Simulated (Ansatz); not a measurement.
# SrGaGe: straining the crystal, a stretch of c alone

An exercise on one series of results from a longer session: the logs are not shown, and one member is left open.

Program: Ansatz 0.2.0. Level of theory: DFT r2SCAN, scalar-relativistic, plane waves, PAW. These are calculated values, not measurements.

2 further runs of the same task are left out: 2 set aside as unsound or not needed.

## The system as given

Symmetry: P-6m2, No. 187, hexagonal system. Conventional cell: a = 4.260 Å, b = 4.260 Å, c = 4.724 Å, α = 90.00°, β = 90.00°, γ = 120.00°. Sr (site symmetry -6m2) has 6 Ga at 3.41 Å and 6 Ge at 3.41 Å as nearest neighbours. Around Ga (site symmetry -6m2) lie 3 Ge at 2.46 Å. Around Ge (site symmetry -6m2) lie 3 Ga at 2.46 Å.

Coordinates:

```cif
data_structure
_symmetry_space_group_name_H-M 'P 1'
_symmetry_Int_Tables_number 1
_cell_length_a 4.2600
_cell_length_b 4.2600
_cell_length_c 4.7239
_cell_angle_alpha 90.000
_cell_angle_beta 90.000
_cell_angle_gamma 120.000
_cell_volume 74.24
loop_
_atom_site_label
_atom_site_type_symbol
_atom_site_fract_x
_atom_site_fract_y
_atom_site_fract_z
_atom_site_occupancy
Sr1 Sr 0.00000 0.00000 0.00000 1
Ga1 Ga 0.33333 0.66667 0.50000 1
Ge1 Ge 0.66667 0.33333 0.50000 1
```

It goes back to an entry of the Materials Project, which need not be the stable form.

It is the result of an earlier relaxation at this level (volume 24.75 Å³/atom; gap on the mesh: none (metal)).

Set-up of the first run:

input.yaml

```yaml
crystal:
  lattice:
    - [4.2599712952, 0.0, 0.0]
    - [-2.1299856476, 3.689243361, 0.0]
    - [0.0, 0.0, 4.7239108544]
  atoms:
    - { symbol: Sr, position: [0.0, 0.0, 0.0] }
    - { symbol: Ga, position: [0.3333333333, 0.6666666667, 0.5] }
    - { symbol: Ge, position: [0.6666666667, 0.3333333333, 0.5] }
basis:
  ecutwfc: 500
kpoints:
  mp_grid: { grid: [12, 12, 10] }
hamiltonian:
  xc: r2scan
scf:
  occupations: { method: gaussian, width: 0.1 }
output:
  forces: true
  stress: true
  eigenvalues: true
```

Run with:

```sh
$ ansatz run input.yaml --threads 1 --pin off --max-ram 1331MiB --backend cpu --events-out ev --progress --plain --runs-dir out
```

Among the steps run: The unstrained reference; The cell strained by -2.0 %; Strain +2.0 %; Strain -4.0 %; Strain +4.0 %; At -6.0 %; At +6.0 %.

One table of the session follows, with a row left open; its other results are not shown here.

It belongs to the step «Energy and stress against strain (a metal throughout)». Lengths are those of the vectors of the cell that was run; stresses in GPa:

```
strain (%)  ΔE (meV/atom)  c (Å)
      -6.0           24.1  4.440
      -4.0           10.5  4.535
      -2.0            2.7  4.629
      +0.0            0.0  4.724
      +2.0              ?      ?
      +4.0            9.4  4.913
      +6.0           20.4  5.007
```

Q: Estimate the row for strain (%) = +2.0 from the others.

Worked estimate for «ΔE (meV/atom)». A straight line through the neighbours (0.0, 0.0) and (4.0, 9.4) gives 0.0 + (9.4 − 0.0) × (2.0 − 0.0) / (4.0 − 0.0) = 4.7; a parabola fitted to 4 rows on both sides gives 2.4.

The run gave: ΔE (meV/atom): 2.4; c (Å): 4.818. In «ΔE (meV/atom)» the line misses by +2.3 and the parabola by 0.0.

ΔE is over the unstrained cell. Stress in GPa, positive in compression, on the Cartesian axes of the input. 
